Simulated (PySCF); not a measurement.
# C2H8Ge: the cost of one run

Computed with PySCF 2.14.0 and routines of our own; the level stands in each step. Atoms count from 0.

## 1. The starting structure

11 atoms, charge 0, multiplicity 1; geometry from: GFN2-xTB.

## 2. Relaxing the molecule at PBE0-D3(BJ)/def2-SVP

Job settings and geometry (Å):

```
{"job": {"xc": "PBE0", "basis": "def2-SVP", "d3": "d3bj", "grid": 1, "maxiter": 30, "shake": 0.01, "kind": "geom"}, "charge": 0, "multiplicity": 1}
C      1.572510     0.557920    -0.072760
Ge     0.097070    -0.692760     0.314320
C     -1.665070     0.039800    -0.224960
H      2.553350     0.186710     0.208560
H      1.393870     1.509040     0.449740
H      1.579180     0.813430    -1.142450
H      0.107680    -1.024620     1.784640
H      0.369700    -1.984330    -0.402060
H     -2.451220    -0.650180     0.015830
H     -1.852680     0.964720     0.326330
H     -1.666290     0.254430    -1.272860
```

Command:

```console
OMP_NUM_THREADS=1 python heavy_run.py task.json out
```

One launch serves the whole session: the jobs run in the order shown.

Q: Estimate the wall time and peak memory of this first job on 1 thread of Arm Neoverse V1, shared host.

About 19 s, with a peak of 0.41 GiB.
